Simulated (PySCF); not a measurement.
# CH5ClF2Si2: the cost of one run

Programs: PySCF 2.14.0, with density-fitted response routines of our own. Each step states its level of theory. These are calculated values for one molecule in the gas phase, unless marked as measured. Atoms count from 0, in the outputs and in this text.

## 1. The molecule as given

11 atoms, charge 0, multiplicity 1; geometry from: GFN2-xTB. The atoms were then displaced at random by about 0.01 Å, so the start is not that level's minimum.

Bonds of the start (Å): F0–Si1 1.57, Si1–F2 1.59, Si1–C3 1.85, C3–Si4 1.94, C3–Cl5 1.80, Si1–H6 1.45, C3–H7 1.10, Si4–H8 1.45, Si4–H9 1.45, Si4–H10 1.48.

## 2. Relaxing the molecule at PBE0-D3(BJ)/def2-SVP

What the job is given:

```
{"job": {"xc": "PBE0", "basis": "def2-SVP", "d3": "d3bj", "grid": 1, "shake": 0.01, "kind": "geom"}, "charge": 0, "multiplicity": 1}
F      1.178220     1.592960    -1.280770
Si     1.524510     0.345090    -0.386030
F      2.555960    -0.419050    -1.324440
C     -0.005550    -0.677680    -0.170550
Si    -1.595690     0.225960     0.474650
Cl     0.280250    -1.998170     1.018450
H      2.215760     0.789590     0.806430
H     -0.258370    -1.187110    -1.106360
H     -2.674040    -0.746000     0.549850
H     -1.902570     1.321640    -0.426570
H     -1.280380     0.726950     1.829680
```

Started as:

```bash
> OMP_NUM_THREADS=1 python probes_run.py task.json out
```

The driver reads the jobs from task.json and runs them one after another.

Q: Estimate the wall time and peak memory of this first job on 1 thread of Arm Neoverse V1, shared host.

About 84 s, with a peak of 0.52 GiB.
